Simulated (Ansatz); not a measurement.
# InSi2H7 (SMILES [SiH3][SiH2][InH2]) at CCSD/def2-SVP (core potential)

Aim: the electronic atomisation energy of InSi2H7 at CCSD/def2-SVP (core potential), from 4 runs. 

Program for the calculation: Ansatz 0.2.0.

54 further runs of the same task are left out: 54 set aside as unsound or not needed.

### Step 1. The system as given

The species is InSi2H7 (10 atoms), meant as a singlet with charge 0. As SMILES, `[SiH3][SiH2][InH2]`. The coordinates come from a PBE0-D4/def2-TZVP relaxation.

Bond lengths: Si1–Si2 2.339 Å, Si2–In3 2.571 Å, Si1–H4 1.488 Å, Si1–H5 1.489 Å, Si1–H6 1.489 Å, Si2–H7 1.491 Å, Si2–H8 1.492 Å, In3–H9 1.728 Å, In3–H10 1.728 Å. Some angles: Si1–Si2–In3 110.2°, Si1–Si2–H7 108.2°, Si1–Si2–H8 107.8°, In3–Si2–H7 111.9°, In3–Si2–H8 111.1°, Si2–Si1–H4 112.1°, Si2–Si1–H5 109.8°, Si2–Si1–H6 109.8°, Si2–In3–H9 121.0°, Si2–In3–H10 120.2°.

### Step 2. The energy at CCSD/def2-SVP (core potential)

The input, molecule.yaml:

```yaml
crystal:
  periodic: [false, false, false]
  atoms:
    - symbol: Si
      position_ang: [-1.450900, 0.732300, -0.821600]
    - symbol: Si
      position_ang: [0.023100, -0.982700, -0.222400]
    - symbol: In
      position_ang: [1.884800, -0.062700, 1.293100]
    - symbol: H
      position_ang: [-2.541100, 0.248700, -1.711500]
    - symbol: H
      position_ang: [-0.707700, 1.812100, -1.527500]
    - symbol: H
      position_ang: [-2.065700, 1.320500, 0.400500]
    - symbol: H
      position_ang: [-0.761300, -2.056900, 0.451800]
    - symbol: H
      position_ang: [0.588700, -1.557900, -1.477300]
    - symbol: H
      position_ang: [1.761400, -0.160900, 3.013900]
    - symbol: H
      position_ang: [3.268800, 0.707500, 0.601100]
basis:
  gaussian: {orbitals: def2-SVP}
correlation: {method: ccsd, frozen_orbitals: {H: 0, In: 4, Si: 5}}
accuracy: high
scf: {omitted_lower_state_checks: [cluster_reference, increment]}
```

Run with:

```console
$ ansatz run molecule.yaml --threads 1 --pin off --max-ram 3480MiB --events-out events.jsonl --progress --plain --runs-dir runs
```

The program printed (excerpt; [...] marks lines left out):

```text
Warning: RAYON_NUM_THREADS=1 ignored (pool sized by the plan → 1); use --threads N
Functional definition: HF
  name "HF"
[...]
2240 factors; integrals over basis functions are off by at most 8.6e-9 eV
[...]
mean field -20978.06763090 eV, -770.9297659906 hartree, gradient 4.4e-8 eV, S^2 0.000000; 0 other end points of the search recorded, 0 dependent functions left out
14 core orbitals not correlated: weight in the atoms' cores, before any rotation towards them, 1.000 or more for the frozen orbitals, at most 0.000 for the correlated occupied ones
reference -20978.06763090 eV, -770.9297659906 hartree; 14, 14 occupied and 69, 69 virtual orbitals, 2240 factors
second order -8.10499638 eV of doubles, -0.00000000 eV of singles
cycle   1  -9.32778917 eV  change    -1.2e0 eV  update   9.0e-2
[...]
cycle  21  -9.81992326 eV  change   5.2e-10 eV  update   3.2e-9
Total energy: -20987.88755416 eV, -771.2906415142 hartree
Checks for a lower state left out: cluster_reference, increment
```

It took 20 s on 1 thread of Arm Neoverse V1, shared host; peak memory 0.61 GiB.

### Step 3. The H atom: the energy at UHF/def2-SVP

The input, input.yaml:

```yaml
crystal:
  periodic: [false, false, false]
  atoms:
    - {symbol: H, position_ang: [0.000000, 0.000000, 0.000000]}
basis:
  gaussian:
    orbitals: def2-SVP
magnetization:
  spin_polarized: true
  initial_magnetization: 1
hamiltonian:
  xc: hf
accuracy: high
```

Run the same way, it converges to -0.49928 Eh (log not shown).

### Step 4. The In atom

The input, molecule.yaml:

```yaml
crystal:
  periodic: [false, false, false]
  atoms:
    - {symbol: In, position_ang: [0.000000, 0.000000, 0.000000]}
basis:
  gaussian: {orbitals: def2-SVP}
magnetization: {spin_polarized: true, initial_magnetization: 1}
accuracy: high
correlation: {method: ccsd, frozen_orbitals: {In: 4}}
scf: {omitted_lower_state_checks: [cluster_reference, increment]}
```

Run the same way, it converges to -189.27064 Eh (log not shown).

### Step 5. The Si atom at the same level

The input, input.yaml:

```yaml
crystal:
  periodic: [false, false, false]
  atoms:
    - {symbol: Si, position_ang: [0.000000, 0.000000, 0.000000]}
basis:
  gaussian:
    orbitals: def2-SVP
magnetization:
  spin_polarized: true
  initial_magnetization: 2
correlation:
  method: ccsd
  frozen_orbitals: {Si: 5}
accuracy: high
scf:
  omitted_lower_state_checks: [cluster_reference, increment]
```

Run the same way, it converges to -288.81458 Eh (log not shown).

### Step 6. What came out

At CCSD/def2-SVP (core potential), 14 core orbitals frozen:

| quantity | value |
| --- | --- |
| molecule: total energy | -771.29064 Eh |
| molecule: correlation energy (14 core orbitals frozen) | -360.9 mEh |
| molecule: T1 diagnostic | 0.011 |
| H atom: total energy | -0.49928 Eh |
| H atom: ⟨S²⟩ | 0.750 |
| In atom: total energy | -189.27064 Eh |
| In atom: correlation energy (4 core orbitals frozen) | -64.3 mEh |
| In atom: ⟨S²⟩ of the reference determinant | 0.759 |
| In atom: T1 diagnostic | 0.007 |
| Si atom: total energy | -288.81458 Eh |
| Si atom: correlation energy (5 core orbitals frozen) | -61.5 mEh |
| Si atom: ⟨S²⟩ of the reference determinant | 2.009 |
| Si atom: T1 diagnostic | 0.010 |
| electronic atomisation energy | 24.378 eV |

**Reading.** Taking the molecule apart into free atoms costs 24.38 eV (562 kcal/mol), before zero-point energy and without spin-orbit coupling.
